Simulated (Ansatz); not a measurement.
The system is NaLaMnMoO6.

```
CELL_PARAMETERS angstrom
-2.72294 2.72294 3.89889
2.72294 -2.72294 3.89889
2.72294 2.72294 -3.89889
ATOMIC_POSITIONS crystal
Na 0.25000 0.75000 0.50000
La 0.75000 0.25000 0.50000
Mn 0.50000 0.50000 0.00000
Mo 0.00000 0.00000 0.00000
O 0.20766 0.29607 0.50371
O 0.29605 0.79234 0.08841
O 0.79236 0.70395 0.49629
O 0.70393 0.20764 0.91159
O 0.25194 0.25194 0.00000
O 0.74806 0.74806 0.00000
```

The cell was built by a generator and needn't be a form met in nature.

Base run:

* Program: Ansatz 0.2.0
* Functional: RPBE
* Potentials or basis: all-electron LAPW, scalar-relativistic
* Cutoff: 404 eV
* Density cutoff: 1616 eV
* Basis error allowed: 0.002 eV/atom
* k mesh: 5 × 5 × 5
* Occupations: fermi-dirac, width 0.05 eV
* Spin: collinear spin, ferromagnetic start
* Starting moments: [0.0, 0.0, 4.0, 1.0, 0.0, 0.0, 0.0, 0.0, 0.0, 0.0] μB

Its results: pressure 5.4 GPa; net moment 2.23 μB per cell; site moments Na +0.00; La -0.01; Mn +2.62; Mo -0.46; O +0.02, +0.01 μB; largest force 0.181 eV/Å.

Problem. The run is repeated on the same cell with these changes: functional from RPBE to PBE. What comes out?

Solution. Pressure 0.4 GPa; net moment 2.09 μB per cell; site moments Na +0.00; La -0.01; Mn +2.48; Mo -0.45; O +0.02, +0.01 μB; largest force 0.106 eV/Å.

PBE binds more tightly than RPBE, so the same cell stands under less pressure.

Caveats: the k mesh is thin for a metal, which can move the energy by tens of meV per atom; a cell with one magnetic atom can't hold antiferromagnetic order, which such compounds often take.

Not every run made on this cell is shown here.
